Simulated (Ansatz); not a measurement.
# Ba: the cost of one run

Program: Ansatz 0.2.0. Level of theory: DFT PBEsol, scalar-relativistic, plane waves, PAW. These are calculated values, not measurements.

1 further run of the same task is left out (set aside as unsound or not needed). Runs told in other sessions of the task aren't counted.

**1. The structure to begin with**

It takes space group Im-3m (No. 229, cubic). Conventional cell: a = 5.000 Å, b = 5.000 Å, c = 5.000 Å, α = 90.00°, β = 90.00°, γ = 90.00°. Ba (site symmetry m-3m) is surrounded by 8 Ba at 4.33 Å.

As a file:

```
CELL_PARAMETERS angstrom
-2.50000 2.50000 2.50000
2.50000 -2.50000 2.50000
2.50000 2.50000 -2.50000
ATOMIC_POSITIONS crystal
Ba 0.00000 0.00000 0.00000
```

The structure comes from the Crystallography Open Database.

**2. A random distortion, cell strained**

The change: strain xx, yy, zz, yz, xz, xy = +3.7, +4.4, +3.6, -0.1, +0.0, -0.5 %.

Input file input.yaml:

```yaml
crystal:
  lattice:
    - [-2.603075, 2.617925, 2.584725]
    - [2.605225, -2.623825, 2.592775]
    - [2.580325, 2.601075, -2.590625]
  atoms:
    - { symbol: Ba, position: [0.0, 0.0, 0.0] }
basis:
  ecutwfc: 420
kpoints:
  mp_grid: { grid: [10, 10, 10] }
hamiltonian:
  xc: pbesol
scf:
  occupations: { method: gaussian, width: 0.1 }
output:
  forces: true
  stress: true
  eigenvalues: true
  populations: true
```

Launch:

```console
ansatz run input.yaml --threads 1 --pin off --max-ram 1331MiB --backend cpu --events-out ev --progress --plain --runs-dir out
```

Q: Estimate wall time and peak memory on 1 thread of Intel Xeon 6975P-C (Granite Rapids), shared host.

About 13 s, with a peak of 0.64 GiB.
